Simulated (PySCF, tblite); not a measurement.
# C₄H₉NSi₂: geometry, infrared bands and NMR shifts

What infrared bands and NMR shifts should C₄H₉NSi₂ (`C[Si]1(C#N)C[SiH2]C1`) show?

Programs: tblite 0.8.0 and PySCF 2.14.0, with density-fitted response routines of our own. Each step states its level of theory. These are calculated values for one molecule in the gas phase, unless marked as measured. Atoms are numbered from 0 throughout.

### 1 The molecule as given

16 atoms, charge 0, multiplicity 1; geometry from: force field or distance geometry start.

Bonds of the start (Å): C0–Si1 1.85, Si1–C2 1.85, C2–N3 1.17, Si1–C4 1.90, C4–Si5 1.90, Si5–C6 1.91, C6–Si1 1.91, C0–H7 1.10, C0–H8 1.10, C0–H9 1.08, C4–H10 1.09, C4–H11 1.10, Si5–H12 1.48, Si5–H13 1.47, C6–H14 1.10, C6–H15 1.10.

### 2 Relaxing the molecule with GFN2-xTB

What the job is given:

```
{"job": {"kind": "relax", "xc": "GFN2-xTB", "basis": "xTB"}, "charge": 0, "multiplicity": 1}
C      2.018100    -0.819700     0.041100
Si     0.539400     0.273700    -0.201100
C      0.939400     1.932000    -0.927700
N      1.165800     2.981700    -1.400100
C     -0.864400    -0.704800    -1.020300
Si    -2.019100     0.127800     0.234800
C     -0.511600     0.293300     1.389000
H      2.750900    -0.350900     0.713100
H      1.734900    -1.784300     0.479300
H      2.505800    -1.021200    -0.905600
H     -0.790000    -1.787100    -0.905700
H     -1.057500    -0.447700    -2.068900
H     -2.521500     1.443900    -0.219000
H     -3.063600    -0.773000     0.757100
H     -0.470900     1.222800     1.973500
H     -0.363300    -0.577400     2.049000
```

The run is started by

```console
> OMP_NUM_THREADS=1 python probes_run.py task.json out
```

This one command runs all jobs of the session in turn.

**Question.** This job is followed by: GFN2-xTB harmonic vibrations, gas phase; GIAO PBE0/pcSseg-1 NMR shielding, non-relativistic, gas phase. What will the session give for the following? strongest single infrared mode (GFN2-xTB); zero-point energy (GFN2-xTB); ¹³C shifts against TMS (PBE0/pcSseg-1, means over atoms taken as alike); ¹H shifts against TMS (PBE0/pcSseg-1, means over atoms taken as alike); ²⁹Si shifts against TMS (PBE0/pcSseg-1); ¹⁵N shifts against NH3 (PBE0/pcSseg-1).

The runs gave:

```
                                                               quantity                             value
                              strongest single infrared mode (GFN2-xTB)             2248 cm⁻¹, 443 km/mol
                                           zero-point energy (GFN2-xTB)                     72.1 kcal/mol
¹³C shifts against TMS (PBE0/pcSseg-1, means over atoms taken as alike)               127.5, 3.1, 1.8 ppm
 ¹H shifts against TMS (PBE0/pcSseg-1, means over atoms taken as alike)  4.87, 4.77, 1.06, 0.68, 0.57 ppm
                                ²⁹Si shifts against TMS (PBE0/pcSseg-1)                  -11.1, -40.5 ppm
                                 ¹⁵N shifts against NH3 (PBE0/pcSseg-1)                         361.4 ppm
```

In words: Over 83 steps the energy fell by 0.408 eV; of the close pairs, C0–Si1 changed most, 1.855 to 1.896 Å. All 42 modes are real, so the xTB geometry is a minimum. The strongest single mode, at 2248 cm⁻¹, moves mainly H13. GFN2-xTB is a fitted tight-binding method: band positions and strengths are rough. Its intensities can rank the bands wrongly. At PBE0/pcSseg-1: The largest span, 561 ppm, is at N3, where the paramagnetic term is -432 ppm.
